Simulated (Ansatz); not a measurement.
# C2H8BClSi: up Jacob's ladder to CCSD(T)

An exercise on one series of results from a longer session: the logs are not shown, and one member is left open.

Computed with Ansatz 0.2.0, Gaussian basis. Level: functionals in def2-TZVPP, the program's frozen cores in correlated methods.

Levels to be run: PBE-D4, r2SCAN-D4, PBE0-D4, B3LYP-D4, ωB97X-V, ωB97M-V, B2PLYP; CCSD(T)/def2-TZVPP; MP2/def2-QZVPP; extrapolation to the limit.

## Structure used throughout

An earlier PBE0-D4 in a triple-zeta def2 set relaxation fixed the geometry.

13 atoms, charge 0, spin multiplicity 1.

Atoms are counted from 1 here; the program's logs count them from 0.

Bond lengths: C1–C2 1.533 Å, C1–H6 1.093 Å, C1–H7 1.093 Å, C1–H8 1.093 Å, C2–Si3 1.902 Å, C2–B4 1.536 Å, C2–H9 1.097 Å, Si3–H10 1.487 Å, Si3–H11 1.487 Å, Si3–H12 1.484 Å, B4–Cl5 1.755 Å, B4–H13 1.195 Å. Angles: C2–C1–H6 111.1°, C2–C1–H7 111.9°, C2–C1–H8 111.1°, H6–C1–H7 107.6°, H6–C1–H8 107.3°, H7–C1–H8 107.5°, C1–C2–Si3 109.0°, C1–C2–B4 115.4°, C1–C2–H9 112.0°, Si3–C2–B4 105.3°, Si3–C2–H9 103.1°, B4–C2–H9 111.1°, C2–Si3–H10 107.7°, C2–Si3–H11 110.3°, C2–Si3–H12 111.4°, H10–Si3–H11 108.5°, H10–Si3–H12 109.7°, H11–Si3–H12 109.2° and more.

Geometry (Å):

```xyz
13
charge 0, multiplicity 1
C    -0.67987   -0.90042    1.06330
C    -0.24790    0.35017    0.28879
Si    1.51363    0.08766   -0.37917
B    -1.10174    0.68972   -0.94209
Cl   -1.18996    2.32835   -1.56509
H    -0.76919   -1.76409    0.39950
H     0.03289   -1.15996    1.85015
H    -1.65343   -0.75292    1.53668
H    -0.13700    1.22152    0.94586
H     2.37229   -0.33078    0.76105
H     1.52317   -0.99482   -1.39931
H     2.05399    1.33149   -0.98237
H    -1.69648   -0.14063   -1.56240
```

Set-up of the first run:

in.yaml reads:

```yaml
crystal:
  periodic: [false, false, false]
  atoms:
    - {symbol: C, position_ang: [-0.679873, -0.900416, 1.063303]}
    - {symbol: C, position_ang: [-0.247897, 0.350172, 0.288790]}
    - {symbol: Si, position_ang: [1.513631, 0.087661, -0.379168]}
    - {symbol: B, position_ang: [-1.101739, 0.689723, -0.942094]}
    - {symbol: Cl, position_ang: [-1.189959, 2.328353, -1.565088]}
    - {symbol: H, position_ang: [-0.769192, -1.764086, 0.399503]}
    - {symbol: H, position_ang: [0.032894, -1.159963, 1.850149]}
    - {symbol: H, position_ang: [-1.653432, -0.752925, 1.536680]}
    - {symbol: H, position_ang: [-0.137000, 1.221524, 0.945862]}
    - {symbol: H, position_ang: [2.372290, -0.330780, 0.761048]}
    - {symbol: H, position_ang: [1.523168, -0.994825, -1.399313]}
    - {symbol: H, position_ang: [2.053993, 1.331493, -0.982366]}
    - {symbol: H, position_ang: [-1.696483, -0.140631, -1.562403]}
basis:
  gaussian: {orbitals: def2-TZVPP}
hamiltonian: {xc: pbe, dispersion: d4}
output: {forces: true, orbitals: {seedname: orbitals}}
```

Started as:

```bash
> ansatz run in.yaml --threads 4 --pin off --events-out ev --progress --plain --max-ram 10444MiB
```

Steps of the session up to this table: PBE-D4 (GGA); r2SCAN-D4 (meta-GGA); PBE0-D4 (hybrid); B3LYP-D4 (hybrid); ωB97X-V (range-separated); ωB97M-V (range-separated); B2PLYP (double hybrid); CCSD(T) in def2-TZVPP; MP2 in def2-QZVPP.

One of the session's tables, all rows but one given; the rest of the session is left out.

| method | atomisation energy (kJ/mol) |
| --- | --- |
| PBE-D4 | 4699.0 |
| r2SCAN-D4 | 4675.3 |
| PBE0-D4 | ? |
| B3LYP-D4 | 4653.1 |
| ωB97X-V | 4670.3 |
| ωB97M-V | 4672.6 |
| B2PLYP | 4602.0 |
| HF/def2-TZVPP | 3590.1 |
| MP2/def2-TZVPP | 4590.2 |
| CCSD/def2-TZVPP | 4493.5 |
| CCSD(T)/def2-TZVPP | 4546.6 |
| MP2/CBS | 4688.9 |
| CCSD(T)/CBS | 4645.2 |

Estimate the missing values for PBE0-D4.

**Answer.** atomisation energy (kJ/mol): 4668.2. In the column «atomisation energy (kJ/mol)» it lies between B3LYP-D4 (4653.1) and ωB97X-V (4670.3).
